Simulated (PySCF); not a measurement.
# One shape, several levels: C3H3F3O (SMILES O=CCC(F)(F)F)

We compute a comparison of 3 runs (B3LYP/6-31G*, PBE0/def2-SVP) of C3H3F3O. 

Program for the calculation: PySCF 2.14.0.

### Step 1. Starting point

C3H3F3O has 10 atoms, charge 0, and is taken as a singlet. SMILES: `O=CCC(F)(F)F`. Geometry: relaxed at PBE0-D4/def2-TZVP. This is one conformer, not always the lowest.

Bond lengths: O1–C2 1.195 Å, C2–C3 1.507 Å, C3–C4 1.508 Å, C4–F5 1.344 Å, C4–F6 1.333 Å, C4–F7 1.333 Å, C2–H8 1.111 Å, C3–H9 1.095 Å, C3–H10 1.095 Å. Some angles: O1–C2–C3 125.5°, C2–C3–C4 115.7°, C3–C4–F5 109.8°, C3–C4–F6 112.1°, C3–C4–F7 112.1°, F5–C4–F6 107.2°, F5–C4–F7 107.2°, F6–C4–F7 108.2°, O1–C2–H8 121.2°, C3–C2–H8 113.3°.

### Step 2. Energy and forces at B3LYP/6-31G(d) (spherical functions) (run 1)

input.py

```python
from pyscf import gto, dft

mol = gto.M(
    atom='''
O     -1.140000    -1.717100     0.304500
C     -0.348300    -1.070400     0.923600
C      0.331700     0.182600     0.435000
C     -0.044400     0.630300    -0.955000
F      0.625900     1.752100    -1.269200
F     -1.344600     0.905600    -1.058100
F      0.262100    -0.283500    -1.875900
H     -0.044400    -1.362400     1.951500
H      1.414800     0.028800     0.471700
H      0.112200     0.994800     1.135200
''',
    max_memory=1860,
    basis='6-31g*',
    spin=0,
    verbose=4,
)

mf = dft.RKS(mol, xc='b3lyp')
mf.grids.level = 5
mf.conv_tol = 1e-10
mf.kernel()
if not mf.converged:
    mf = mf.newton().run(mf.mo_coeff, mf.mo_occ)

etot = mf.e_tot
print(f'total energy: {etot:.8f} hartree')
grad = mf.nuc_grad_method().kernel()
mf.analyze()
```

Command:

```console
$ OMP_NUM_THREADS=1 python input.py
```

Standard output:

```text
PySCF version 2.14.0

[... 113 lines left out ...]
MO #9   energy= -1.22175109172044  occ= 2
[... 18 lines left out ...]
MO #28  energy= -0.27541532846846  occ= 2
[... 18 lines left out ...]
MO #47  energy= 0.718945350958552  occ= 0
[... 18 lines left out ...]
MO #66  energy= 1.38211153601336   occ= 0
[... 18 lines left out ...]
MO #85  energy= 2.03959992216108   occ= 0
[... 18 lines left out ...]
MO #104 energy= 3.11220459300077   occ= 0
[... 117 lines left out ...]
Dipole moment(X, Y, Z, Debye):  1.95485,  0.83580,  2.63062
```

Wall time 62 s (1 thread of Intel Xeon at 2.70GHz, shared host); peak memory 1 GiB.

### Step 3. Energy and forces at B3LYP/6-31G(d) (Cartesian functions) (run 2)

input.py

```python
from pyscf import gto, dft

mol = gto.Mole()
mol.atom = '''
O     -2.154288    -3.244849     0.575422
C     -0.658192    -2.022763     1.745351
C      0.626822     0.345064     0.822031
C     -0.083904     1.191094    -1.804688
F      1.182780     3.310989    -2.398440
F     -2.540926     1.711336    -1.999519
F      0.495297    -0.535737    -3.544937
H     -0.083904    -2.574563     3.687801
H      2.673585     0.054424     0.891384
H      0.212027     1.879900     2.145217
'''
mol.unit = 'bohr'
mol.cart = True
mol.max_memory = 1860
mol.verbose = 4
mol.basis = '6-31g*'
mol.build()

myscf = dft.RKS(mol, xc='b3lyp')
myscf.grids.level = 5
myscf.conv_tol = 1e-10
myscf.kernel()
if not myscf.converged:
    myscf = myscf.newton().run(myscf.mo_coeff, myscf.mo_occ)

energy = myscf.e_tot
print('E(%s) = %.9f' % ('B3LYP', energy))
grad = myscf.nuc_grad_method().kernel()
myscf.analyze()
```

Command:

```console
$ OMP_NUM_THREADS=1 python input.py
```

Standard output:

```text
PySCF version 2.14.0

[... 116 lines left out ...]
MO #11  energy= -1.07641919447099  occ= 2
[... 19 lines left out ...]
MO #31  energy= 0.110932272668804  occ= 0
[... 19 lines left out ...]
MO #51  energy= 0.861831270792138  occ= 0
[... 19 lines left out ...]
MO #71  energy= 1.61106331072971   occ= 0
[... 19 lines left out ...]
MO #91  energy= 2.3126711423078    occ= 0
[... 19 lines left out ...]
MO #111 energy= 5.40132202361879   occ= 0
[... 124 lines left out ...]
Dipole moment(X, Y, Z, Debye):  1.95584,  0.83601,  2.63228
```

It took 62 s on 1 thread of Intel Xeon at 2.70GHz, shared host; peak memory 1.1 GiB.

### Step 4. Energy and forces at PBE0/def2-SVP (run 3)

input.py

```python
from pyscf import gto, dft

mol = gto.M(
    atom='''
O     -1.140000    -1.717100     0.304500
C     -0.348300    -1.070400     0.923600
C      0.331700     0.182600     0.435000
C     -0.044400     0.630300    -0.955000
F      0.625900     1.752100    -1.269200
F     -1.344600     0.905600    -1.058100
F      0.262100    -0.283500    -1.875900
H     -0.044400    -1.362400     1.951500
H      1.414800     0.028800     0.471700
H      0.112200     0.994800     1.135200
''',
    max_memory=1860,
    spin=0,
    basis='def2-svp',
    verbose=4,
)

mf = dft.RKS(mol)
mf.xc = 'pbe0'
mf.conv_tol = 1e-10
mf.grids.level = 5
mf.kernel()
if not mf.converged:
    mf = mf.newton().run(mf.mo_coeff, mf.mo_occ)

energy = mf.e_tot
print('Final energy', energy)
grad = mf.nuc_grad_method().kernel()
dip = mf.dip_moment()
pop, q = mf.mulliken_pop()
```

Command:

```console
$ OMP_NUM_THREADS=1 python input.py
```

Standard output:

```text
PySCF version 2.14.0

[... 81 lines left out ...]
converged SCF energy = -490.008790757615
Final energy -490.0087907576147
[... 12 lines left out ...]
Dipole moment(X, Y, Z, Debye):  2.02467,  0.78035,  2.84868
[... 124 lines left out ...]
charge of    9H =      0.09457
```

It took 68 s on 1 thread of Intel Xeon at 2.70GHz, shared host; peak memory 1.2 GiB.

### Step 5. Overview of the runs

```
run                               level  Cartesian functions  energy (Eh)  dipole moment (D)  HOMO energy (eV)  LUMO energy (eV)  wall time
  1  B3LYP/6-31G* (spherical functions)                   no  -490.854669               3.38             -7.49             -1.04       62 s
  2  B3LYP/6-31G* (Cartesian functions)                  yes  -490.860558               3.38             -7.51             -1.05       62 s
  3                       PBE0/def2-SVP                   no  -490.008791               3.58             -7.98             -1.03       68 s
```

### Step 6. Summary of results

| quantity | value |
| --- | --- |
| run 3: total energy | -490.00879 Eh |
| run 3: dipole moment | 3.58 D |
| run 3: HOMO energy | -7.98 eV |
| run 3: LUMO energy | -1.03 eV |
| run 3: HOMO–LUMO gap | 6.95 eV |
| run 3: largest force on an atom | 0.318 eV/Å |

**Reading.** The dipole moment (its size) runs from 3.38 D (B3LYP/6-31G*) to 3.58 D (PBE0/def2-SVP). The two ends differ in method and basis. The HOMO–LUMO gap runs from 6.45 eV (B3LYP/6-31G*) to 6.95 eV (PBE0/def2-SVP). Totals of different functionals can't be ranked against each other. All runs together took 3.2 min, the longest 68 s.
